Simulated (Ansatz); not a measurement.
Crystal: HfGe.

```
CELL_PARAMETERS angstrom
3.21967 0.00000 0.00000
0.00000 3.21967 0.00000
0.00000 0.00000 4.10843
ATOMIC_POSITIONS crystal
Hf 0.50000 0.50000 0.00000
Ge 0.00000 0.00000 0.00000
```

The cell was built by a generator and needn't be a form met in nature.

* Program: Ansatz 0.2.0
* Task: relaxation of cell and atoms
* Functional: PBE
* Potentials or basis: Ansatz PAW
* Cutoff: 420 eV (not typed: the program's choice for these potentials)
* k mesh: 8 × 8 × 7
* Occupations: fermi-dirac, width 0.05 eV
* Spin: no spin polarisation

At the start: volume 21.29 Å³/atom.

**Question.** How do energy, volume and symmetry change on relaxing?

**Answer.** It ends after 14 steps and the volume is 22.42 Å³/atom (+5.3 %); space group P4/mmm (No. 123, to 0.05 Å).

The path:
| step | energy change (eV) | largest force (eV/Å) | volume (Å³) |
| --- | --- | --- | --- |
| 1 | 0.0000 | 0.0000 | 42.59 |
| 2 | -1.8563 | 0.0000 | 46.78 |
| 3 | -2.8218 | 0.0000 | 50.77 |
| 4 | -3.2384 | 0.0000 | 51.70 |
| 5 | -3.4686 | 0.0000 | 50.74 |
| 6 | -3.6713 | 0.0000 | 48.97 |
| 7 | -3.8405 | 0.0000 | 46.73 |
| 8 | -3.9156 | 0.0000 | 44.27 |
| 9 | -3.9156 | 0.0000 | 44.17 |
| 10 | -3.9156 | 0.0000 | 44.21 |
| 11 | -3.9601 | 0.0000 | 44.21 |
| 12 | -3.9644 | 0.0000 | 44.75 |
| 13 | -3.9645 | 0.0000 | 44.84 |
| 14 | -3.9646 | 0.0000 | 44.84 |

Final structure:
```
Hf Ge
1.0
     3.82241    0.00000    0.00000
     0.00000    3.82241    0.00000
     0.00000    0.00000    3.06874
Hf Ge
1 1
Direct
  0.50000 0.50000 0.00000
  0.00000 0.00000 0.00000
```

Caveat: the plane-wave basis is chosen anew once the cell has moved, so the energies of steps on either side of that aren't comparable.
